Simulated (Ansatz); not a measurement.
# CoW5: the cost of one run

Program: Ansatz 0.2.0. Level of theory: DFT PBE, scalar-relativistic, plane waves, PAW. These are calculated values, not measurements.

### Step 1. Starting point

It takes space group P4/mmm (No. 123, tetragonal). Conventional cell: a = 3.187 Å, b = 3.187 Å, c = 9.561 Å, α = 90.00°, β = 90.00°, γ = 90.00°. Around Co (site symmetry 4/mmm) lie 8 W at 2.76 Å. Around W (site symmetry 4mm) lie 4 W at 2.76 Å and 4 Co at 2.76 Å. W (site symmetry 4mm) has 8 W at 2.76 Å as nearest neighbours. Around W (site symmetry 4/mmm) lie 8 W at 2.76 Å.

Structure file:

```
Co W
1.0
     3.18693    0.00000    0.00000
     0.00000    3.18693    0.00000
     0.00000    0.00000    9.56078
Co W
1 5
Direct
  0.00000 0.00000 0.00000
  0.50000 0.50000 0.16667
  0.00000 0.00000 0.33333
  0.50000 0.50000 0.50000
  0.00000 0.00000 0.66667
  0.50000 0.50000 0.83333
```

The start is an ordering of an alloy on its end members' structure types: elements ordered on the sites of the Fe type, Co/W on Fe (P4/mmm, No. 123).

### Step 2. Probe: one point on a coarse mesh

input.yaml

```yaml
crystal:
  lattice:
    - [3.18692674, 0.0, 0.0]
    - [0.0, 3.18692674, 0.0]
    - [0.0, 0.0, 9.56078023]
  atoms:
    - { symbol: Co, position: [0.0, 0.0, 0.0], spin: 3.0 }
    - { symbol: W, position: [0.5, 0.5, 0.16666667] }
    - { symbol: W, position: [0.0, 0.0, 0.33333333] }
    - { symbol: W, position: [0.5, 0.5, 0.5] }
    - { symbol: W, position: [0.0, 0.0, 0.66666667] }
    - { symbol: W, position: [0.5, 0.5, 0.83333333] }
basis:
  ecutwfc: 420
kpoints:
  mp_grid: { grid: [6, 6, 2] }
hamiltonian:
  xc: pbe
scf:
  occupations: { method: gaussian, width: 0.1 }
  lower_state_search: "off"
output:
  forces: true
  stress: true
  eigenvalues: true
  populations: true
magnetization:
  spin_polarized: true
```

Launch:

```bash
$ ansatz run input.yaml --threads 1 --pin off --max-ram 2560MiB --backend cpu --events-out ev --progress --plain --runs-dir out
```

What time and memory should one allow on 1 thread of Intel Xeon at 2.50GHz (Skylake/Cascade Lake), shared host?

About 65 s, with a peak of 0.49 GiB.
